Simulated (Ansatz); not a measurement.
C₃H₃N, SMILES C=CC#N, an atomisation energy

Program: Ansatz 0.2.0, Python API.

Interactive session:
```pycon
>>> from collections import Counter
>>> import ansatz as az
>>> def energy(molecule, charge=0, unpaired=0):
...     calc = molecule.calculation().basis(gaussian="6-31G").correlation("MP2", electrons="valence")
...     if charge:
...         calc = calc.charge(charge)
...     if unpaired:
...         calc = calc.spin("collinear", total=unpaired)
...     report = calc.run().report
...     if report["published_state_doubts"]:
...         print("  doubts:", report["published_state_doubts"])
...     return report["free_energy_ev"]
...
>>> GEOMETRY = """
... C    -0.49390    0.78040   -0.34200
... C     0.37070    0.08970    0.28960
... C     0.36980   -1.32540    0.20850
... N     0.50340   -2.47440    0.16610
... H    -1.31390    0.36080   -0.98280
... H    -0.53740    1.92440   -0.28310
... H     1.16250    0.57640    0.89800
... """
>>> mol = az.Crystal.molecule()
>>> for line in GEOMETRY.strip().splitlines():
...     symbol, *xyz = line.split()
...     mol = mol.atom(symbol, [float(v) for v in xyz])
...
>>> unpaired = {"C": 2, "N": 3, "H": 1}
>>> counts = Counter(site.symbol for site in mol.cartesian_sites)
>>> atom_energy = {s: energy(az.Crystal.molecule().atom(s, (0, 0, 0)), 0, unpaired[s]) for s in counts}
>>> whole = energy(mol, 0, 0)
>>> for s, e in atom_energy.items():
...     print(f"{s:2s} x{counts[s]}  {e:14.5f} eV")
...
C  x3     -1025.90250 eV
N  x1     -1480.61987 eV
H  x3       -13.55761 eV
>>> print(f"C3H3N: {whole:.5f} eV")
C3H3N: -4627.59219 eV
>>> split = sum(counts[s] * e for s, e in atom_energy.items()) - whole
>>> print(f"atomisation energy (no zero-point term): {23.060548 * split:.1f} kcal/mol, {split / sum(counts.values()):.3f} eV an atom")
atomisation energy (no zero-point term): 659.3 kcal/mol, 4.085 eV an atom
```

659.3 kcal/mol from the electronic energies, without the zero-point term.

Reading the output:
- These settings explore the input space; basis and method may be short of convergence.
- The geometry is a force-field or estimated start, not a minimum of this method, and the basis set is short of its limit. All parts are taken at fixed geometry, without zero-point energy.
- In double-zeta sets correlated atomisation energies come out some 10 to 15 % low.
- It ran for 0.7 s on 1 thread of Arm Neoverse V2 (shared host), peak memory 0.14 GiB.
